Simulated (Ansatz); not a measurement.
**F3H3OSi2: harmonic frequencies at the relaxed geometry, by script**

At which frequencies does F3H3OSi2 vibrate? Aim: harmonic frequencies at the relaxed geometry, for F3H3OSi2, run from a script.

All numbers are computed with Ansatz 0.2.0, driven from Python. Level of theory: B3LYP/cc-pVDZ.

## Step 1: Starting point

Bond lengths: F1–Si2 1.590 Å, Si2–O3 1.652 Å, O3–Si4 1.573 Å, Si4–F5 1.642 Å, Si4–F6 1.580 Å, Si2–H7 1.510 Å, Si2–H8 1.474 Å, Si4–H9 1.564 Å. Angles: F1–Si2–O3 109.6°, F1–Si2–H7 107.4°, F1–Si2–H8 111.4°, O3–Si2–H7 110.4°, O3–Si2–H8 109.2°, H7–Si2–H8 108.8°, Si2–O3–Si4 139.4°, O3–Si4–F5 108.8°, O3–Si4–F6 113.8°, O3–Si4–H9 109.8°, F5–Si4–F6 109.5°, F5–Si4–H9 107.4°, F6–Si4–H9 107.3°.

No structure file is read: the coordinates are typed or built in the script.

## Step 2: The code

freq.py reads:

```python
"""Harmonic frequencies of F3H3OSi2 at its relaxed geometry."""

import itertools

import ansatz
from ase.data import atomic_numbers, covalent_radii
import numpy as np

GEOMETRY = """
F    -0.35410   -1.97600    1.18430
Si    0.71270   -1.34800    0.18660
O     0.54560    0.29500    0.15730
Si   -0.54760    1.37900   -0.16320
F    -1.13600    1.10620   -1.67140
F    -0.02080    2.86520   -0.06200
H     2.08350   -1.72910    0.69320
H     0.54650   -1.87700   -1.17950
H    -1.74140    1.23820    0.83760
"""

mol = ansatz.Crystal.molecule()
for line in GEOMETRY.strip().splitlines():
    symbol, *xyz = line.split()
    mol = mol.atom(symbol, [float(v) for v in xyz])

base = (
    mol.calculation()
    .basis(gaussian="cc-pVDZ")
    .functional("B3LYP")
)
symbols = [site.symbol for site in mol.cartesian_sites]
start = np.array([site.position_ang for site in mol.cartesian_sites], dtype=float)
def progress(event):
    if event["event"] == "relax_step":
        row = event["data"]
        print(f"step {row['step']:3d}  E = {row['lagrangian_ev']:.6f} eV  largest force component {row['allowed_force_max_ev_ang']:.4f} eV/A")


summary = base.relax(force_tolerance=0.003).session().plan().execute(on_event=progress).report
end = np.array(summary["positions_ang"])

# pairs closer than 1.2 times the sum of covalent radii, before or after
radius = [covalent_radii[atomic_numbers[s]] for s in symbols]
span = lambda where, i, j: np.linalg.norm(where[i] - where[j])
bonded = [(i, j) for i, j in itertools.combinations(range(len(symbols)), 2) if min(span(start, i, j), span(end, i, j)) < 1.2 * (radius[i] + radius[j])]
print("pair        before    after (A)")
for i, j in bonded:
    print(f"{symbols[i]}{i}-{symbols[j]}{j}".ljust(10), f"{span(start, i, j):8.4f} {span(end, i, j):8.4f}")

# frequencies need a stationary point, so they are taken at the relaxed geometry
minimum = ansatz.Crystal.molecule()
for symbol, place in zip(symbols, end):
    minimum = minimum.atom(symbol, place.tolist())
vibrating = minimum.calculation()
vibrating = vibrating.basis(gaussian="cc-pVDZ")
vibrating = vibrating.functional("B3LYP")
vibrating = vibrating.phonons(temperatures=(100, 500, 100))
vib = vibrating.run().report["vibrations"]
sums = vib["harmonic_sums"]
modes = [m["omega_inv_cm"] for m in sums["modes_at_gamma"] if m["rigid_motion"] == "no"]
for number, w in enumerate(modes, start=1):
    print(f"mode {number:2d} {w:9.1f} 1/cm {w / 8065.544 * 1000:8.2f} meV")
print("imaginary modes:", sum(w < 0 for w in modes), " zero-point energy:", round(sums["zero_point_energy_ev"], 4), "eV")
print("T (K)   F_vib (eV)   S_vib (meV/K)   C_vib (meV/K)")
for row in zip(sums["temperatures_k"], sums["vibrational_free_energy_ev"], vib["entropy_ev_per_k"], vib["heat_capacity_ev_per_k"]):
    print(f"{row[0]:6.1f} {row[1]:11.4f} {1000 * row[2]:13.4f} {1000 * row[3]:15.4f}")
```

## Step 3: Running it

Command:

```
$ python freq.py
```

Q: Predict the main results. Wanted: moves of the relaxation of run 1; energy gained in run 1; last largest force component of run 1; highest frequency; imaginary modes; zero-point energy.

As calculated:

| quantity | value |
| --- | --- |
| runs compared | 2 |
| moves of the relaxation of run 1 | 23 |
| energy gained in run 1 | 0.412 eV |
| last largest force component of run 1 | 0.0026 eV/Å |
| highest frequency | 2329 cm⁻¹ |
| imaginary modes | 0 |
| zero-point energy | 1.090 eV |

**Reading.** Run 1: The relaxation took 23 moves; the largest shift is 0.792 Å. All frequencies are real, so the geometry is a minimum. The values are harmonic; measured fundamentals also hold anharmonic shifts, mostly downward for stretches. The frequencies are harmonic and unscaled, in a modest basis. The result belongs to the one conformer reached from this start, and soft torsions count as harmonic oscillators. b3lyp holds the VWN-RPA fit, as in Gaussian; the form of ORCA and Turbomole is b3lyp5.
